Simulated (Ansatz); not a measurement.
# GaGe (F-43m) in Ansatz: notebook

Runs on GaGe. Level: PBE. Tasks: single point, equation of state.

Program: Ansatz 0.2.0. These are calculated values, not measurements. Logs are shortened: lines on timing, memory, paths and dates and some standing lists are left out, and cuts for length are marked.

## 1. The crystal as given

It takes space group F-43m (No. 216, cubic). Conventional cell: a = 5.796 Å, b = 5.796 Å, c = 5.796 Å, α = 90.00°, β = 90.00°, γ = 90.00°. Ge (site symmetry -43m) has 4 Ga at 2.51 Å as nearest neighbours. Around Ga (site symmetry -43m) lie 4 Ge at 2.51 Å.

The cell comes from a database or a generator and needn't be the stable form of this composition.

## 2. Single point, PBE, 22.87 Å³/atom (volume scaled by 0.94)

input.yaml reads:

```yaml
crystal:
  lattice:
    - [0.0, 2.8386877276, 2.8386877276]
    - [2.8386877276, 0.0, 2.8386877276]
    - [2.8386877276, 2.8386877276, 0.0]
  atoms:
    - { symbol: Ge, position: [0.0, 0.0, 0.0] }
    - { symbol: Ga, position: [0.25, 0.25, 0.25] }
hamiltonian:
  xc: pbe
  pseudopotentials: { kind: nc }
kpoints:
  mp_grid: { grid: [8, 8, 8] }
scf:
  occupations: { method: fermi_dirac, width: 0.05 }
output:
  forces: true
  stress: true
  eigenvalues: true
```

Potentials or basis: Ansatz NC.

Started as:

```bash
$ ansatz run input.yaml --threads 2 --pin off --max-ram 5632MiB --backend cpu --events-out ev --progress --plain --runs-dir out
```

Log:

```text
Warning: RAYON_NUM_THREADS=2 ignored (pool sized by the plan → 2); use --threads N
Engine: ansatz 0.2.0, aarch64-unknown-linux-gnu
Pseudopotentials: kind: nc
Pseudopotential: Ge, nc, valence charge 14, recommended cutoff 1061.244064 eV (normal), Ge.nc.azcp
Pseudopotential: Ga, nc, valence charge 13, recommended cutoff 1088.45545 eV (normal), Ga.nc.azcp
Functional definition: PBE
  parameter kappa = 0.804
  parameter beta = 0.06672455060314922
  exchange = pbe_x(kappa = kappa, mu = beta*pi^2/3)
  correlation = pbe_c(beta = beta)
Crystal: 2 atoms, lattice volume = 45.749 Å³
Basis set: ecut = 1088.45545 eV, 3719 PW (Γ), exchange–correlation on 90×90×90 points (8 copies of the dense FFT grid, shifted against one another)
Bands: 18, of which v1, the nominal top of the filled ones, is band 14 counted from 1 (13 counted from 0)
Symmetry: 24 space group operations
Space group: F-43m (ITA 216), of the structure as read, at distance tolerance 3.6e-5 Å
k-points: 29 of 512 (time reversal used)
Non-local potential: Ge, projectors of the file, l = 0: 2, l = 1: 2, l = 2: 2
Non-local potential: Ga, projectors of the file, l = 0: 2, l = 1: 2, l = 2: 2
Initial density: superposition of atomic densities (chi_scale 0.1, normalization cell, long waves kept (reshape's long-wave potential 0.00 eV rms))
Initial wavefunctions: pseudopotential atomic-orbital guess
Functional: x = pbe(κ = 0.804, μ = 0.2195149727645171), c = pbe(β = 0.06672455060314922)
SCF iter   1: F=—  HF=-4511.165457 eV  |F-HF|=—  |Δ(HF+E_count)|=         —  Δρ=2.69e-2  dr2=2.48e-1  ethr=3.10e-3  ⟨swp⟩=5.8  Hψ=2714  notcnv=0
preconditioner: auto → none  [insulator: Δε(μ)=0.200 eV  Ē_g=20.519 eV  σ=0.050 eV  W_gap=0.64  n_scr=14 (ndim 8)  ℏωp=28.5 eV  f_vac=0.000  D(μ)=1.09/eV (n_scr^D=8)  ε∞_Penn≈2.9]
SCF iter   2: F=—  HF=-4511.129988 eV  |F-HF|=—  |Δ(HF+E_count)|=   3.55e-2  Δρ=1.17e-2  dr2=4.68e-2  ethr=9.19e-4  ⟨swp⟩=2.2  Hψ=949  notcnv=0  defer=5
SCF iter   3: F=—  HF=-4511.130781 eV  |F-HF|=—  |Δ(HF+E_count)|=   7.93e-4  Δρ=2.15e-3  dr2=1.27e-3  ethr=1.73e-4  ⟨swp⟩=2.9  Hψ=957  notcnv=0  defer=5
SCF iter   4: F=—  HF=-4511.130664 eV  |F-HF|=—  |Δ(HF+E_count)|=   1.18e-4  Δρ=5.50e-4  dr2=8.30e-5  ethr=4.70e-6  ⟨swp⟩=2.2  Hψ=786  notcnv=0  defer=5
SCF iter   5: F=—  HF=-4511.130807 eV  |F-HF|=—  |Δ(HF+E_count)|=   1.44e-4  Δρ=1.47e-4  dr2=3.23e-6  ethr=3.07e-7  ⟨swp⟩=2.0  Hψ=749  notcnv=0  defer=5
SCF iter   6: F=-4511.130810 eV  HF=-4511.130810 eV  |F-HF|=1.56e-7  |Δ(HF+E_count)|=   2.89e-6  Δρ=2.15e-5  dr2=8.93e-8  ethr=3.70e-10  ⟨swp⟩=6.0  Hψ=2988  notcnv=0
SCF 1 converged in 6 iterations: F = -4511.130810 eV  dr2 = 8.93e-8
SCF converged after 6 iterations
Free energy (F): -4511.130810 eV
Harris-Foulkes:  -4511.130810 eV  (|F-HF|=1.56e-7)
Internal energy: -4511.122320 eV  (E = F + TS)
E sigma→0 (E₀):  -4511.126565 eV
Entropy (-TS):   -0.008491 eV (-4.245 meV/atom)
Fermi energy:    7.984859 eV
--- Per-component energies (eV) ---
  E_band       = -197.882966
  E_kinetic    = 3525.682286
  E_local      = -4042.486844  (includes V_loc(G=0)·N_el)
  E_nonlocal   = -1759.151028
  E_hartree    = 1420.281663
  E_xc         = -1163.032130
  E_vxc        = -762.491418  (∫ρ·V_xc dr)
  E_ewald      = -2492.416267
  E_smearing   = -0.008491  (= −TS)
  E_closure    = -0.000000  (closes the sum)
  Σ components = -4511.130810   (vs F -4511.130810, Δ=0.00e0)
--- Forces (eV/Å), atoms counted from 1 ---
  atom   1  Ge     0.00000000    -0.00000000    -0.00000000
  atom   2  Ga    -0.00000000     0.00000000     0.00000000
  max |Σ_I F_I| component: 3.70e-17 eV/Å
--- Stress (GPa, compression-positive) ---
        3.869571      -0.000000       0.000000
       -0.000000       3.869571      -0.000000
        0.000000      -0.000000       3.869571
  P = ⅓ Tr σ = 3.8696 GPa (38.696 kbar)
--- Band table (eV; the first three rows and the last of 29) ---
  k-point 0: bands = ["-15.9920", "-15.9920", "-15.9920", "-15.9679", "-15.9679", "-6.3847", "-6.3847", "-6.3847", "-6.3123", "-6.3123", "-2.8981", "9.8037", "9.8037", "9.8037", "10.6653", "12.4849", "12.4850", "12.4850"]
  k-point 1: bands = ["-15.9920", "-15.9915", "-15.9915", "-15.9678", "-15.9678", "-6.3898", "-6.3814", "-6.3814", "-6.3126", "-6.3126", "-2.7032", "7.7375", "9.4731", "9.4731", "11.2676", "12.9253", "12.9253", "13.4479"]
  k-point 2: bands = ["-15.9919", "-15.9904", "-15.9904", "-15.9674", "-15.9674", "-6.4021", "-6.3742", "-6.3742", "-6.3126", "-6.3126", "-2.1387", "5.3378", "8.9258", "8.9258", "10.8326", "13.5011", "13.5011", "15.5408"]
  k-point 28: bands = ["-15.9916", "-15.9899", "-15.9852", "-15.9686", "-15.9651", "-6.4317", "-6.3554", "-6.3452", "-6.3222", "-6.3113", "0.4759", "2.2004", "5.6656", "5.7770", "13.9532", "14.1253", "14.4450", "14.6023"]
```

Wall time 2.6 s (2 threads of Arm Neoverse V2, shared host); peak memory 0.32 GiB.

What came out:

```yaml
Free_energy: -4511.1308 eV
Pressure: 3.9 GPa
Band_gap_on_the_k_mesh: none (metal or under the smearing width)
```

## 3. Single point, PBE, 23.36 Å³/atom (volume scaled by 0.96)

Changes to input.yaml since step 2:

```diff
@@ -2,5 +2,5 @@
   lattice:
-    - [0.0, 2.8386877276, 2.8386877276]
-    - [2.8386877276, 0.0, 2.8386877276]
-    - [2.8386877276, 2.8386877276, 0.0]
+    - [0.0, 2.8586791449, 2.8586791449]
+    - [2.8586791449, 0.0, 2.8586791449]
+    - [2.8586791449, 2.8586791449, 0.0]
   atoms:
```

Potentials or basis: Ansatz NC.

Started as:

```bash
$ ansatz run input.yaml --threads 2 --pin off --max-ram 5632MiB --backend cpu --events-out ev --progress --plain --runs-dir out
```

It took 2.6 s on 2 threads of Arm Neoverse V2, shared host; peak memory 0.33 GiB.

The run converged. Its results:

- Free energy: -4511.1502 eV
- Pressure: 2.5 GPa
- Band gap on the k mesh: none (metal or under the smearing width)

## 4. Single point, PBE, 23.85 Å³/atom (volume scaled by 0.98)

Changes to input.yaml since step 3:

```diff
@@ -2,5 +2,5 @@
   lattice:
-    - [0.0, 2.8586791449, 2.8586791449]
-    - [2.8586791449, 0.0, 2.8586791449]
-    - [2.8586791449, 2.8586791449, 0.0]
+    - [0.0, 2.8783947965, 2.8783947965]
+    - [2.8783947965, 0.0, 2.8783947965]
+    - [2.8783947965, 2.8783947965, 0.0]
   atoms:
```

Started as:

```bash
$ ansatz run input.yaml --threads 2 --pin off --max-ram 5632MiB --backend cpu --events-out ev --progress --plain --runs-dir out
```

It took 2.7 s on 2 threads of Arm Neoverse V2, shared host; peak memory 0.32 GiB.

The run converged. Its results:

```
Free energy            : -4511.1620 eV
Pressure               : 1.4 GPa
Band gap on the k mesh : none (metal or under the smearing width)
```

## 5. Single point, PBE, 24.33 Å³/atom

Changes to input.yaml since step 4:

```diff
@@ -2,5 +2,5 @@
   lattice:
-    - [0.0, 2.8783947965, 2.8783947965]
-    - [2.8783947965, 0.0, 2.8783947965]
-    - [2.8783947965, 2.8783947965, 0.0]
+    - [0.0, 2.897844, 2.897844]
+    - [2.897844, 0.0, 2.897844]
+    - [2.897844, 2.897844, 0.0]
   atoms:
```

Started as:

```bash
$ ansatz run input.yaml --threads 2 --pin off --max-ram 5632MiB --backend cpu --events-out ev --progress --plain --runs-dir out
```

It took 2.7 s on 2 threads of Arm Neoverse V2, shared host; peak memory 0.33 GiB.

The run converged. Its results:

- Free energy: -4511.1670 eV
- Pressure: 0.3 GPa
- Band gap on the k mesh: none (metal or under the smearing width)

## 6. Single point, PBE, 24.82 Å³/atom (volume scaled by 1.02)

Changes to input.yaml since step 5:

```diff
@@ -2,5 +2,5 @@
   lattice:
-    - [0.0, 2.897844, 2.897844]
-    - [2.897844, 0.0, 2.897844]
-    - [2.897844, 2.897844, 0.0]
+    - [0.0, 2.9170355792, 2.9170355792]
+    - [2.9170355792, 0.0, 2.9170355792]
+    - [2.9170355792, 2.9170355792, 0.0]
   atoms:
```

Potentials or basis: Ansatz NC.

Started as:

```bash
$ ansatz run input.yaml --threads 2 --pin off --max-ram 5632MiB --backend cpu --events-out ev --progress --plain --runs-dir out
```

Wall time 2.8 s (2 threads of Arm Neoverse V2, shared host); peak memory 0.33 GiB.

The run converged. Its results:

| Item | Value |
| --- | --- |
| Free energy | -4511.1659 eV |
| Pressure | -0.6 GPa |
| Band gap on the k mesh | none (metal or under the smearing width) |

## 7. Single point, PBE, 25.31 Å³/atom (volume scaled by 1.04)

Changes to input.yaml since step 6:

```diff
@@ -2,5 +2,5 @@
   lattice:
-    - [0.0, 2.9170355792, 2.9170355792]
-    - [2.9170355792, 0.0, 2.9170355792]
-    - [2.9170355792, 2.9170355792, 0.0]
+    - [0.0, 2.9359778994, 2.9359778994]
+    - [2.9359778994, 0.0, 2.9359778994]
+    - [2.9359778994, 2.9359778994, 0.0]
   atoms:
```

Started as:

```bash
$ ansatz run input.yaml --threads 2 --pin off --max-ram 5632MiB --backend cpu --events-out ev --progress --plain --runs-dir out
```

Run time: 2.8 s. Hardware: 2 threads of Arm Neoverse V2, shared host; peak memory 0.33 GiB.

The run converged. Its results:

- Free energy: -4511.1594 eV
- Pressure: -1.5 GPa
- Band gap on the k mesh: none (metal or under the smearing width)

## 8. Single point, PBE, 25.79 Å³/atom (volume scaled by 1.06)

Changes to input.yaml since step 7:

```diff
@@ -2,5 +2,5 @@
   lattice:
-    - [0.0, 2.9359778994, 2.9359778994]
-    - [2.9359778994, 0.0, 2.9359778994]
-    - [2.9359778994, 2.9359778994, 0.0]
+    - [0.0, 2.9546788998, 2.9546788998]
+    - [2.9546788998, 0.0, 2.9546788998]
+    - [2.9546788998, 2.9546788998, 0.0]
   atoms:
@@ -19 +19,5 @@
   eigenvalues: true
+  write_density: true
+  write_potential: true
+  elf: true
+  volumetric_format: npy
```

Started as:

```bash
$ ansatz run input.yaml --threads 2 --pin off --max-ram 5632MiB --backend cpu --events-out ev --progress --plain --runs-dir out
```

Run time: 4.3 s. Hardware: 2 threads of Arm Neoverse V2, shared host; peak memory 0.35 GiB.

The run converged. Its results:

```
Free energy            : -4511.1481 eV
Pressure               : -2.2 GPa
Band gap on the k mesh : none (metal or under the smearing width)
```

## 9. Equation of state, PBE

Potentials or basis: Ansatz NC.

No new run: the results of the series are fitted here.

What came out:

| Item | Value |
| --- | --- |
| Equilibrium volume | 24.48 Å³/atom |
| Bulk modulus | 49 GPa |
| Pressure derivative of the bulk modulus | 4.7 |

Energy against volume, from the lowest point:
```
volume (Å³/atom)  energy (meV/atom)
          22.875              18.10
          23.361               8.39
          23.848               2.49
          24.335               0.00
          24.821               0.55
          25.308               3.80
          25.795               9.48
```
